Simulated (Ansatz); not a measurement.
Wanted: the native input for an Ansatz 0.2.0 run.

```yaml
Task: single point
Functional: PBE
Potentials_or_basis: Ansatz PAW
Cutoff: "420 eV (not typed: the program's choice for these potentials)"
k_mesh: 11 × 11 × 11
Occupations: fermi-dirac, width 0.05 eV
Spin: collinear spin, ferromagnetic start
Starting_moments: "[0.0, 2.0] μB"
```

Crystal: VAu.

```
Au V
1.0
     1.41040    0.81430    4.61109
    -1.41040    0.81430    4.61109
     0.00000   -1.62859    4.61109
Au V
1 1
Cartesian
  0.0290 0.0550 0.0088
  -0.0109 -0.0168 6.9385
```

The cell comes from a database or a generator and needn't be the stable form of this composition.

The cell isn't the ideal one: atoms moved at random, drawn with an rms of 0.05 Å.

These files were run (other wordings do the same):

input.yaml

```yaml
crystal:
  lattice:
    - [1.4104010158, 0.8142954061, 4.6110877943]
    - [-1.4104010158, 0.8142954061, 4.6110877943]
    - [0.0, -1.6285908123, 4.6110877943]
  atoms:
    - { symbol: Au, position: [0.022175, 0.001589, -0.021863] }
    - { symbol: V, position: [0.494259, 0.502019, 0.508475], spin: 2.0 }
hamiltonian:
  xc: pbe
  pseudopotentials: { kind: paw }
magnetization:
  spin_polarized: true
kpoints:
  mp_grid: { grid: [11, 11, 11] }
scf:
  occupations: { method: fermi_dirac, width: 0.05 }
output:
  forces: true
  stress: true
  eigenvalues: true
```

Potentials or basis: Ansatz PAW.

Command:

```console
$ ansatz run input.yaml --threads 2 --pin off --max-ram 5120MiB --backend cpu --events-out ev --progress --plain --runs-dir out
```

Results of the run:

The pressure is -1.5 GPa. The largest force is 0.176 eV/Å. The band gap on the k mesh is none (metal or under the smearing width) and the net moment is 0.00 μB per cell. The absolute moment is 0.00 μB per cell.

Caveat: the starting moments weren't kept.

It took 68 s on 2 threads of Arm Neoverse V1, on a shared host, peak memory 1 GiB.
